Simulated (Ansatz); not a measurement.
# H2Br (doublet): wave-function methods side by side at distance Br1–H2 along a hydrogen transfer = 1.694 Å, cc-pVDZ

How much of the correlation energy of H2Br (doublet) does each wave-function method recover here?

Method: cc-pVDZ, core rule «outside noble gas», up to 14 orbitals frozen; program: Ansatz 0.2.0, Gaussian basis.

The runs, in order: UHF; CCSD(T) on ROHF; CCSD(T) on UHF; BCCD(T) on ROHF; CISD; CCSDT(Q) on ROHF; CCSDT(Q) on UHF; CISDTQ; CCSDTQ on ROHF; CCSDTQ on UHF; CASSCF and MRCISD+Q, 3 electrons in 3 orbitals; CASSCF and NEVPT2, 3 electrons in 3 orbitals; CASSCF and MRCISD+Q, 9 electrons in 6 orbitals; CASSCF and NEVPT2, 9 electrons in 6 orbitals; Full CI.

## 1. The system

The geometry derives from fragments relaxed apart (PBE0/def2-TZVP) and kept rigid, so it is no stationary point. A hydrogen atom is moved between rigid fragments. No spin-orbit coupling is included. The filled d shell of Br may be among the frozen orbitals whatever the setting's name suggests; the logs give the count.

3 atoms, charge 0, spin multiplicity 2.

Atoms are counted from 1 here; the program's logs count them from 0.

Bond lengths: Br1–H2 1.694 Å.

Coordinates:

```
Br    0.00000    0.00000   -1.49900
H     0.00000    0.00000    0.19500
H     0.00000    0.00000    1.30400
```

## 2. UHF

in.yaml

```yaml
crystal:
  periodic: [false, false, false]
  atoms:
    - {symbol: Br, position_ang: [0.000000, 0.000000, -1.499000]}
    - {symbol: H, position_ang: [0.000000, 0.000000, 0.195000]}
    - {symbol: H, position_ang: [0.000000, 0.000000, 1.304000]}
basis:
  gaussian: {orbitals: cc-pVDZ}
magnetization: {spin_polarized: true, initial_magnetization: 1}
hamiltonian: {xc: hf}
output: {orbitals: {seedname: orbitals}}
```

On the command line:

```sh
ansatz run in.yaml --threads 1 --pin off --events-out ev --progress --plain --max-ram 4096MiB --backend cpu
```

After this run come: CCSD(T) on ROHF; CCSD(T) on UHF; BCCD(T) on ROHF; CISD; CCSDT(Q) on ROHF; CCSDT(Q) on UHF; CISDTQ; CCSDTQ on ROHF; CCSDTQ on UHF; CASSCF and MRCISD+Q, 3 electrons in 3 orbitals; CASSCF and NEVPT2, 3 electrons in 3 orbitals; CASSCF and MRCISD+Q, 9 electrons in 6 orbitals; CASSCF and NEVPT2, 9 electrons in 6 orbitals; Full CI.

Before running them: what should the planned runs give, taken together? Wanted: FCI below the RHF energy; RMP2 from FCI; UMP2 from FCI; RCCSD from FCI; RCCSD(T) from FCI; UCCSD(T) from FCI; RCCSDT(Q) from FCI; UCCSDT(Q) from FCI; NEVPT2 pair from FCI.

The runs gave:

| quantity | value |
| --- | --- |
| FCI below the RHF energy | -4.5468 eV |
| RMP2 from FCI | +64.1 kJ/mol |
| UMP2 from FCI | +67.2 kJ/mol |
| RCCSD from FCI | +9.2 kJ/mol |
| RCCSD(T) from FCI | +1.8 kJ/mol |
| UCCSD(T) from FCI | +1.8 kJ/mol |
| RCCSDT(Q) from FCI | +0.1 kJ/mol |
| UCCSDT(Q) from FCI | 0.0 kJ/mol |
| NEVPT2 pair from FCI | +47.2 kJ/mol |
| NEVPT2 valence from FCI | +78.6 kJ/mol |
| MRCISD+Q valence from FCI | -0.2 kJ/mol |
| levels within 1 kcal/mol (43 meV) | RCCSD(T), UCCSD(T), BCCD(T), RCCSDT, UCCSDT, CISDTQ, RCCSDT(Q), UCCSDT(Q), RCCSDTQ, UCCSDTQ, MRCISD+Q valence |
| T1 diagnostic | 0.035 |
| effectively unpaired electrons | 1.04 |

**Reading.** RCCSD(T) misses by +1.8 kJ/mol, 0.4 % of the correlation energy. One determinant dominates. Of the multireference levels listed MRCISD+Q valence comes nearest in total energy (-0.2 kJ/mol), which doesn't show that its space is the better one. These misses are within one basis, not against nature; the frozen cores of restricted and unrestricted runs differ, which can shift their rows.
